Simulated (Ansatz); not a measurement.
# CH₃AlClFSSi: small, medium and large basis sets

An exercise on one series of results from a longer session: the logs are not shown, and one member is left open.

Method: one geometry, several basis sets; program: Ansatz 0.2.0, Gaussian basis.

Levels to be run: PBE0-D4/def2-SVP; ωB97M-V/def2-SVP; PBE0-D4/def2-QZVPP; ωB97M-V/def2-QZVPP; the functionals' def2-TZVPP values are taken from earlier runs.

## The geometry

An earlier PBE0-D4 in a triple-zeta def2 set relaxation fixed the geometry.

SMILES `F[SiH]1C[S][Al]1[Cl]`, 9 atoms, charge 0, spin multiplicity 1.

Atoms are counted from 1 here; the program's logs count them from 0.

Bond lengths: F1–Si2 1.605 Å, Si2–C3 1.901 Å, Si2–Al5 2.401 Å, Si2–H7 1.489 Å, C3–S4 1.841 Å, C3–H8 1.092 Å, C3–H9 1.091 Å, S4–Al5 2.190 Å, Al5–Cl6 2.086 Å. Angles: F1–Si2–C3 113.3°, F1–Si2–Al5 126.5°, F1–Si2–H7 106.6°, C3–Si2–Al5 81.9°, C3–Si2–H7 109.8°, Al5–Si2–H7 115.9°, Si2–C3–S4 104.8°, Si2–C3–H8 112.8°, Si2–C3–H9 112.5°, S4–C3–H8 108.2°, S4–C3–H9 109.3°, H8–C3–H9 109.0°, C3–S4–Al5 89.3°, Si2–Al5–S4 80.3°, Si2–Al5–Cl6 151.0°, S4–Al5–Cl6 128.6°.

Set-up of the first run:

Input file in.yaml:

```yaml
crystal:
  periodic: [false, false, false]
  atoms:
    - {symbol: F, position_ang: [0.991621, -1.743998, -1.445328]}
    - {symbol: Si, position_ang: [0.847576, -0.405853, -0.571761]}
    - {symbol: C, position_ang: [-0.123835, -0.661563, 1.041655]}
    - {symbol: S, position_ang: [-1.119707, 0.874676, 1.238610]}
    - {symbol: Al, position_ang: [-0.781334, 1.331265, -0.876526]}
    - {symbol: Cl, position_ang: [-1.687376, 2.795170, -2.053646]}
    - {symbol: H, position_ang: [2.231174, 0.048273, -0.259600]}
    - {symbol: H, position_ang: [0.523778, -0.763131, 1.914728]}
    - {symbol: H, position_ang: [-0.793397, -1.521039, 0.994768]}
basis:
  gaussian: {orbitals: def2-SVP}
hamiltonian: {xc: pbe0, dispersion: d4}
output: {orbitals: {seedname: orbitals}}
```

Steps of the session up to this table: PBE0-D4 in def2-SVP; ωB97M-V in def2-SVP; PBE0-D4 in def2-QZVPP; ωB97M-V in def2-QZVPP.

One of the session's tables, all rows but one given; the rest of the session is left out.

It belongs to the step «Functionals by basis». 

```
functional       basis  HOMO (eV)  LUMO (eV)
   PBE0-D4    def2-SVP      -7.38      -1.80
   PBE0-D4  def2-TZVPP      -7.44      -1.92
   PBE0-D4  def2-QZVPP      -7.46      -1.97
   ωB97M-V    def2-SVP      -9.38       0.00
   ωB97M-V  def2-TZVPP          ?          ?
   ωB97M-V  def2-QZVPP      -9.49      -0.28
```

Estimate the missing values for ωB97M-V, def2-TZVPP.

As computed: HOMO (eV): -9.46; LUMO (eV): -0.18. In the column «HOMO (eV)» it lies between ωB97M-V, def2-QZVPP (-9.49) and ωB97M-V, def2-SVP (-9.38).
